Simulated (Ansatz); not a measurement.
# C7H12: the cost of one run

Method: the levels named in each step, in Ansatz 0.2.0.

**1. The structure to begin with**

Bond lengths (14 of 20 bonds, heavy atoms first): C1–C2 1.563 Å, C2–C3 1.547 Å, C3–C4 1.547 Å, C4–C5 1.563 Å, C1–C6 1.547 Å, C5–C6 1.547 Å, C3–C7 1.545 Å, C6–C7 1.545 Å, C1–H8 1.109 Å, C1–H9 1.109 Å, C2–H10 1.109 Å, C2–H11 1.109 Å, C3–H12 1.108 Å, C4–H13 1.109 Å. Angles (14 of 42 angles, heavy atoms first): C1–C2–C3 103.1°, C2–C1–C6 103.1°, C2–C3–C4 108.4°, C2–C3–C7 101.5°, C4–C3–C7 101.5°, C3–C4–C5 103.1°, C4–C5–C6 103.1°, C1–C6–C5 108.4°, C1–C6–C7 101.5°, C5–C6–C7 101.5°, C3–C7–C6 94.3°, C1–C2–H10 113.0°, C1–C2–H11 111.3°, C3–C2–H10 111.9°.

Structure file:

```xyz
19

C     1.4341    0.1463    0.5980
C     1.2356    0.0722   -0.9507
C    -0.2391   -0.3710   -1.0947
C    -1.1475    0.8101   -0.6803
C    -0.9491    0.8839    0.8684
C     0.0487   -0.2639    1.1495
C    -0.3959   -1.3203    0.1138
H     1.7356    1.1547    0.9477
H     2.2176   -0.5618    0.9375
H     1.4273    1.0396   -1.4582
H     1.9167   -0.6742   -1.4084
H    -0.4838   -0.7976   -2.0873
H    -2.2054    0.6025   -0.9409
H    -0.8648    1.7495   -1.1978
H    -1.9049    0.7139    1.4050
H    -0.5569    1.8642    1.2081
H     0.0670   -0.5926    2.2072
H     0.2757   -2.2029    0.0698
H    -1.4377   -1.6725    0.2642
```

**2. Relaxation, PBE0-D4/def2-TZVP**

The input, input.yaml:

```yaml
crystal:
  periodic: [false, false, false]
  atoms:
    - { symbol: C, position_ang: [1.43413577, 0.14627462, 0.59797269] }
    - { symbol: C, position_ang: [1.23561353, 0.07219626, -0.9506878] }
    - { symbol: C, position_ang: [-0.23908744, -0.37100678, -1.09469016] }
    - { symbol: C, position_ang: [-1.14745475, 0.81014193, -0.68028567] }
    - { symbol: C, position_ang: [-0.94905209, 0.88390527, 0.86839878] }
    - { symbol: C, position_ang: [0.04866498, -0.26391056, 1.14950909] }
    - { symbol: C, position_ang: [-0.3958685, -1.32028615, 0.11382664] }
    - { symbol: H, position_ang: [1.73556122, 1.15473152, 0.94769987] }
    - { symbol: H, position_ang: [2.21757121, -0.56178622, 0.93747354] }
    - { symbol: H, position_ang: [1.42734792, 1.03959608, -1.45816297] }
    - { symbol: H, position_ang: [1.91669452, -0.67417306, -1.40835031] }
    - { symbol: H, position_ang: [-0.48380813, -0.79755058, -2.08728469] }
    - { symbol: H, position_ang: [-2.20544838, 0.60252434, -0.94092605] }
    - { symbol: H, position_ang: [-0.86479928, 1.74951164, -1.19781527] }
    - { symbol: H, position_ang: [-1.90487361, 0.71391299, 1.40496903] }
    - { symbol: H, position_ang: [-0.55689535, 1.8641904, 1.20811785] }
    - { symbol: H, position_ang: [0.06695406, -0.59258748, 2.20720064] }
    - { symbol: H, position_ang: [0.27567491, -2.20294144, 0.06979584] }
    - { symbol: H, position_ang: [-1.43765058, -1.67250277, 0.26420894] }
basis:
  gaussian: { orbitals: def2-TZVP }
hamiltonian:
  xc: pbe0
  dispersion: d4
relax:
  f_tol: 0.004
  max_steps: 150
```

Command:

```
$ ansatz run input.yaml --threads 4 --pin off --max-ram 10240MiB --backend cpu --events-out ev --progress --plain --runs-dir out
```

What time and memory should one allow on 4 threads of Intel Xeon at 2.50GHz (Skylake/Cascade Lake), shared host?

About 1.9 min, with a peak of 1.1 GiB.
